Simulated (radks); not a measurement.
# The Coulomb parameter U of the 5d shell of W³⁺

Aim: U as the second difference [E(n + 0.5) + E(n − 0.5) − 2E(n)]/0.5², with all orbitals relaxed. Bare: the atom's charge changes with n. Screened: the 6s shell takes up the change. The start is a model configuration, not necessarily the ground state.

The numbers are computed with radks (a radial shooting solver on a logarithmic mesh, Libxc functionals) version 1 (scalar-relativistic Kohn-Sham, PBE, spin-unpolarised, spherical densities, finite nucleus), except any that are marked as measured or tabulated.

## Step 1: Starting point

| Quantity | Value |
| --- | --- |
| element | tungsten (Z = 74) |
| charge | +3 |
| electrons | 71 |
| configuration | [Xe] 4f14 5d2 6s1 |
| nuclear rms radius | 5.3658 fm |

Outer shells as boxes (Hund's rule):

W³⁺
```
[Xe] core
4f [↑↓][↑↓][↑↓][↑↓][↑↓][↑↓][↑↓]
5d [↑ ][↑ ][  ][  ][  ]
6s [↑ ]
```

## Step 2: Start: [Xe] 4f14 5d2 6s1

The run's settings:

```text
Z 74
configuration [Xe] 4f14 5d2 6s1
relativity scalar-relativistic
functional pbe,pbe
spin unpolarised
nucleus finite rms 5.3658 fm
c 137.035999084
```

## Step 3: Bare +0.5: [Xe] 4f14 5d2.5 6s1

The run's settings:

```text
Z 74
configuration [Xe] 4f14 5d2.5 6s1
relativity scalar-relativistic
functional pbe,pbe
spin unpolarised
nucleus finite rms 5.3658 fm
c 137.035999084
```

## Step 4: Bare -0.5: [Xe] 4f14 5d1.5 6s1

The run's settings:

```text
Z 74
configuration [Xe] 4f14 5d1.5 6s1
relativity scalar-relativistic
functional pbe,pbe
spin unpolarised
nucleus finite rms 5.3658 fm
c 137.035999084
```

## Step 5: Screened +0.5: [Xe] 4f14 5d2.5 6s0.5

The run's settings:

```text
Z 74
configuration [Xe] 4f14 5d2.5 6s0.5
relativity scalar-relativistic
functional pbe,pbe
spin unpolarised
nucleus finite rms 5.3658 fm
c 137.035999084
```

## Step 6: Screened -0.5: [Xe] 4f14 5d1.5 6s1.5

The run's settings:

```text
Z 74
configuration [Xe] 4f14 5d1.5 6s1.5
relativity scalar-relativistic
functional pbe,pbe
spin unpolarised
nucleus finite rms 5.3658 fm
c 137.035999084
```

Q: Predict the outcome of this session.

**Answer**, as computed:

| quantity | value (eV) |
| --- | --- |
| U, bare | 12.134 |
| U, screened by 6s | 0.988 |
| F0(5d,5d), frozen orbitals | 14.351 |

What this shows: Relaxing the orbitals brings U down to 85 % of the Slater integral F0. Letting 6s compensate leaves 8 % of the bare value; this second difference measures U(5d,5d) + U(6s,6s) − 2U(5d,6s). A solid screens further than the bare atom, so the bare value is an upper guide for the U of a crystal.
